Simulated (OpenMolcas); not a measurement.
# C4H12O4Si (tetramethyl orthosilicate (TMOS)) at HF/ANO-RCC-VDZ (DKH8)

Aim: the vertical ionisation energy of C4H12O4Si (tetramethyl orthosilicate (TMOS)) at HF/ANO-RCC-VDZ (DKH8), from 2 runs. 

The results are computed with OpenMolcas 26.06.

## (1) The structure to begin with

The species is C4H12O4Si (21 atoms), meant as a singlet with charge 0. As SMILES, `CO[Si](OC)(OC)OC`. Geometry: relaxed at GFN2-xTB. This is one conformer, not always the lowest.

Some bond lengths: C1–O2 1.405 Å, O2–Si3 1.625 Å, Si3–O4 1.624 Å, O4–C5 1.405 Å, Si3–O6 1.625 Å, O6–C7 1.405 Å, Si3–O8 1.625 Å, O8–C9 1.405 Å, C1–H10 1.092 Å, C1–H11 1.090 Å, C1–H12 1.090 Å, C5–H13 1.090 Å, C5–H14 1.090 Å, C5–H15 1.092 Å, C7–H16 1.090 Å, C7–H17 1.092 Å. Some angles: C1–O2–Si3 127.7°, O2–Si3–O4 117.1°, O2–Si3–O6 105.8°, O2–Si3–O8 105.7°, O4–Si3–O6 105.7°, O4–Si3–O8 105.9°, O6–Si3–O8 117.1°, Si3–O4–C5 127.6°, Si3–O6–C7 127.7°, Si3–O8–C9 127.7°.

## (2) A single-point energy at HF/ANO-RCC-VDZ (DKH8)

job.input

```
&GATEWAY
 Coord
 21
 angstrom
 C        1.789730      -1.672370      -1.193570
 O        0.490120      -1.347660      -0.768540
 Si       0.001180       0.002700      -0.009130
 O       -0.063280       1.364960      -0.891570
 C       -0.987660       1.690100      -1.899080
 O       -1.524670      -0.285200       0.468550
 C       -2.019440      -1.428570       1.118510
 O        1.101000       0.276640       1.154880
 C        1.216950       1.410050       1.977660
 H        2.093030      -1.031020      -2.023780
 H        1.775780      -2.712570      -1.520630
 H        2.500570      -1.550620      -0.376060
 H       -0.817110       2.731140      -2.174900
 H       -2.007900       1.565410      -1.535750
 H       -0.843330       1.051110      -2.772680
 H       -1.749540      -2.328850       0.566130
 H       -1.614290      -1.500530       2.129980
 H       -3.104770      -1.333880       1.164920
 H        0.373620       1.470100       2.668930
 H        1.244490       2.318360       1.375300
 H        2.145510       1.310700       2.540820
 Basis = ANO-RCC-VDZ
 Group = NoSym

&SEWARD
 Relativistic = R08O02
 Expert

&SCF
 PrOrbitals = 0
```

Run with:

```
$ export MOLCAS_MEM=1860
$ pymolcas job.input > job.log
```

The program printed (excerpt; [...] marks lines left out):

```text
--- Start Module: gateway ---
[...]
--- Stop Module: gateway /rc=_RC_ALL_IS_WELL_ ---
--- Start Module: seward ---
[...]
 ###    WARNING:  EXPERT option is ON!                                       ###
 ###############################################################################
               SEWARD will generate:
[...]
      Basis functions          109
--- Stop Module: seward /rc=_RC_ALL_IS_WELL_ ---
[...]
--- Start Module: scf ---
[...]
       Convergence after  11 Iterations
[...]
::    Total SCF energy                               -747.7355553701
[...]
      Total spin, S                                     0.0000000000
[...]
      Total electronic charge=   82.000000
      Total            charge=   -0.000000
[...]
      Dipole Moment (debye):
      Origin of the operator (angstrom)=    0.0005    0.0013   -0.0050
                   X= -1.3116E-03               Y= -8.3984E-03               Z=  7.6105E-02           Total=  7.6578E-02
      Quadrupole Moment (debye*angstrom):
[...]
--- Stop Module: scf /rc=_RC_ALL_IS_WELL_ ---
[...]
```

It took 43 s on 1 thread of Arm Neoverse V1, shared host; peak memory 0.64 GiB.

## (3) The doublet cation

job.input

```
&GATEWAY
COORD
21
angstrom
C        1.789730      -1.672370      -1.193570
O        0.490120      -1.347660      -0.768540
Si       0.001180       0.002700      -0.009130
O       -0.063280       1.364960      -0.891570
C       -0.987660       1.690100      -1.899080
O       -1.524670      -0.285200       0.468550
C       -2.019440      -1.428570       1.118510
O        1.101000       0.276640       1.154880
C        1.216950       1.410050       1.977660
H        2.093030      -1.031020      -2.023780
H        1.775780      -2.712570      -1.520630
H        2.500570      -1.550620      -0.376060
H       -0.817110       2.731140      -2.174900
H       -2.007900       1.565410      -1.535750
H       -0.843330       1.051110      -2.772680
H       -1.749540      -2.328850       0.566130
H       -1.614290      -1.500530       2.129980
H       -3.104770      -1.333880       1.164920
H        0.373620       1.470100       2.668930
H        1.244490       2.318360       1.375300
H        2.145510       1.310700       2.540820
BASIS=ANO-RCC-VDZ
GROUP=NoSym
&SEWARD
RELATIVISTIC=R08O02
EXPERT
&SCF
UHF
CHARGE=1
SPIN=2
PRORBITALS=0
```

Run with:

```
$ export MOLCAS_MEM=1860
$ pymolcas job.input > job.log
```

The program printed (excerpt; [...] marks lines left out):

```text
--- Start Module: gateway ---
[...]
--- Stop Module: gateway /rc=_RC_ALL_IS_WELL_ ---
--- Start Module: seward ---
[...]
 ###    WARNING:  EXPERT option is ON!                                       ###
 ###############################################################################
               SEWARD will generate:
[...]
      Basis functions          109
--- Stop Module: seward /rc=_RC_ALL_IS_WELL_ ---
[...]
--- Start Module: scf ---
[...]
       Convergence after  33 Iterations
[...]
::    Total SCF energy                               -747.3516354771
[...]
      Total spin, S                                     0.5393435684
[...]
      Total electronic charge=   81.000000
      Total            charge=    1.000000
[...]
      Dipole Moment (debye):
      Origin of the operator (angstrom)=    0.0005    0.0013   -0.0050
                   X=  9.6276E-01               Y=  1.5597E-02               Z= -3.6627E+00           Total=  3.7871E+00
      Center of Charge (angstrom)
[...]
--- Stop Module: scf /rc=_RC_ALL_IS_WELL_ ---
[...]
```

Run time: 59 s. Hardware: 1 thread of Arm Neoverse V1, shared host; peak memory 0.64 GiB.

## (4) What came out

At HF/ANO-RCC-VDZ (DKH8):

```
                                          quantity          value
                   singlet C4H12O4Si: total energy  -747.73556 Eh
                  singlet C4H12O4Si: dipole moment         0.08 D
                    singlet C4H12O4Si: HOMO energy      -12.34 eV
                    singlet C4H12O4Si: LUMO energy        2.32 eV
                  singlet C4H12O4Si: HOMO–LUMO gap       14.66 eV
                      doublet cation: total energy  -747.35164 Eh
doublet cation: HOMO energy (highest over α and β)      -15.54 eV
 doublet cation: LUMO energy (lowest over α and β)       -8.37 eV
                              doublet cation: ⟨S²⟩          0.830
vertical ionisation energy (to the doublet cation)      10.447 eV
```

In words: The vertical ionisation energy comes to 10.45 eV (241 kcal/mol). −ε(HOMO) before ionisation, 12.34 eV, is 1.89 eV above this ionisation energy.
